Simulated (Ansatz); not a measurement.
# SrZrO2: the cost of one run

Program: Ansatz 0.2.0. Level of theory: DFT PBE, scalar-relativistic, plane waves, PAW. These are calculated values, not measurements.

**1. Starting point**

It takes space group Amm2 (No. 38, orthorhombic). Conventional cell: a = 5.401 Å, b = 7.134 Å, c = 6.740 Å, α = 90.00°, β = 90.00°, γ = 90.00°. Sr (site symmetry mm2) has 2 O at 2.25 Å in its first shell of neighbours. Zr (site symmetry mm2) is surrounded by 2 Sr at 2.74 Å. Around O (site symmetry m) lie 1 Sr at 2.25 Å.

Structure file:

```cif
data_structure
_symmetry_space_group_name_H-M 'Amm2'
_symmetry_Int_Tables_number 38
_cell_length_a 5.4010
_cell_length_b 7.1345
_cell_length_c 6.7401
_cell_angle_alpha 90.000
_cell_angle_beta 90.000
_cell_angle_gamma 90.000
_cell_volume 259.72
loop_
_atom_site_label
_atom_site_type_symbol
_atom_site_symmetry_multiplicity
_atom_site_Wyckoff_symbol
_atom_site_fract_x
_atom_site_fract_y
_atom_site_fract_z
_atom_site_occupancy
Sr1 Sr 2 b 0.50000 0.00000 0.88431 1
Zr1 Zr 2 a 0.00000 0.00000 0.94964 1
O1 O 4 e 0.50000 0.77492 0.54892 1
```

Recipe of the guess: random cell by space group and Wyckoff sites (Amm2, No. 38). The dimensions are guesses.

**2. The guess as it stands, on a coarse mesh**

The input, input.yaml:

```yaml
crystal:
  lattice:
    - [5.40102799, 0.0, 0.0]
    - [0.0, 3.56723012, 3.37005769]
    - [0.0, -3.56723012, 3.37005769]
  atoms:
    - { symbol: Sr, position: [0.5, 0.88430629, 0.88430629] }
    - { symbol: Zr, position: [0.0, 0.94963787, 0.94963787] }
    - { symbol: O, position: [0.5, 0.32383651, 0.77399949] }
    - { symbol: O, position: [0.5, 0.77399949, 0.32383651] }
basis:
  ecutwfc: 420
kpoints:
  mp_grid: { grid: [4, 4, 4] }
hamiltonian:
  xc: pbe
scf:
  occupations: { method: gaussian, width: 0.1 }
  lower_state_search: "off"
output:
  forces: true
  stress: true
  eigenvalues: true
```

Run with:

```bash
$ ansatz run input.yaml --threads 1 --pin off --max-ram 2560MiB --backend cpu --events-out ev --progress --plain --runs-dir out
```

What time and memory should one allow on 1 thread of Arm Neoverse V1, shared host?

About 7 s, with a peak of 0.34 GiB.
